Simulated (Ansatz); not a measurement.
# Ni (Ni (111), 1 layers): how the settings move a single-point run

How sensitive is a single-point run of Ni (Ni (111), 1 layers) to its settings? A reference run comes first, then one run with altered input.

Method: reference: DFT, PBE, PAW with Ansatz's default frozen-core files, scalar-relativistic, in Ansatz 0.2.0.

### Step 1. The system as given

Symmetry: P6/mmm, No. 191, hexagonal system. Conventional cell: a = 2.488 Å, b = 2.488 Å, c = 16.000 Å, α = 90.00°, β = 90.00°, γ = 120.00°. Around Ni (site symmetry 6/mmm) lie 6 Ni at 2.49 Å.

As a file:

```
Ni
1.0
     2.48804    0.00000    0.00000
    -1.24402    2.15470    0.00000
     0.00000    0.00000   16.00000
Ni
1
Direct
  0.00000 0.00000 0.50000
```

### Step 2. Baseline

input.yaml

```yaml
crystal:
  lattice:
    - [2.4880368655, 0.0, 0.0]
    - [-1.2440184327, 2.1547031311, 0.0]
    - [0.0, 0.0, 16.0]
  atoms:
    - { symbol: Ni, position: [0.0, 0.0, 0.5], spin: 1.0 }
magnetization:
  spin_polarized: true
kpoints:
  mp_grid: { grid: [19, 19, 1] }
scf:
  occupations: { method: fermi_dirac, width: 0.05 }
hamiltonian:
  xc: pbe
  pseudopotentials: { kind: paw }
output:
  forces: true
  stress: true
  eigenvalues: true
  populations: true
efield:
  axis: 3
  amplitude: 0
  dipole_correction: true
```

Command:

```sh
$ ansatz run input.yaml --threads 2 --pin off --max-ram 6144MiB --backend cpu --events-out ev --progress --plain --runs-dir out
```

### Step 3. Variant: eigensolver.kind davidson, ecutrho_ratio 6, basis.precision f64, accuracy low

Edit input.yaml of step 2 so:

```diff
@@ -13,2 +13,3 @@
   occupations: { method: fermi_dirac, width: 0.05 }
+  eigensolver: { kind: davidson }
 hamiltonian:
@@ -25 +26,5 @@
   dipole_correction: true
+basis:
+  ecutrho_ratio: 6
+  precision: f64
+accuracy: low
```

**Question.** What will these runs give? Wanted: for each run, ending; energy change; abs. moment; force.

The runs gave:

| run | ending | energy change | abs. moment (μB) | force (eV/Å) | cycles | time |
| --- | --- | --- | --- | --- | --- | --- |
| reference | converged | 0 | 1.04 | 0.00 | 12 | 8.9 s |
| 1: eigensolver.kind davidson, ecutrho_ratio 6, basis.precision f64, accuracy low | converged | 0.0 meV/atom | 1.04 | 0.00 | 14 | 11 s |

Residual by cycle in the longest SCF loop of each run; runs are numbered as in the table. The quantity is the density residual dr2, in eV.

| cycle | reference | run 1 |
| --- | --- | --- |
| 1 | 0.389 | 0.392 |
| 2 | 0.184 | 0.185 |
| 3 | 0.0912 | 0.0909 |
| 5 | 0.00279 | 0.00216 |
| 6 | 7.8e-4 | 0.00193 |
| 7 | 2.0e-4 | 3.3e-4 |
| 8 | 2.3e-5 | 1.2e-6 |
| 9 | 1.0e-6 | 7.5e-7 |
| 10 | 1.2e-8 | 3.0e-7 |
| 12 | 1.3e-10 | 1.8e-8 |
| 13 | - | 2.1e-7 |
| 14 | - | 1.1e-9 |

What this shows: Changing the solver, numerical grids, arithmetic precision and accuracy level leaves the energy as it was (0.0 meV/atom).
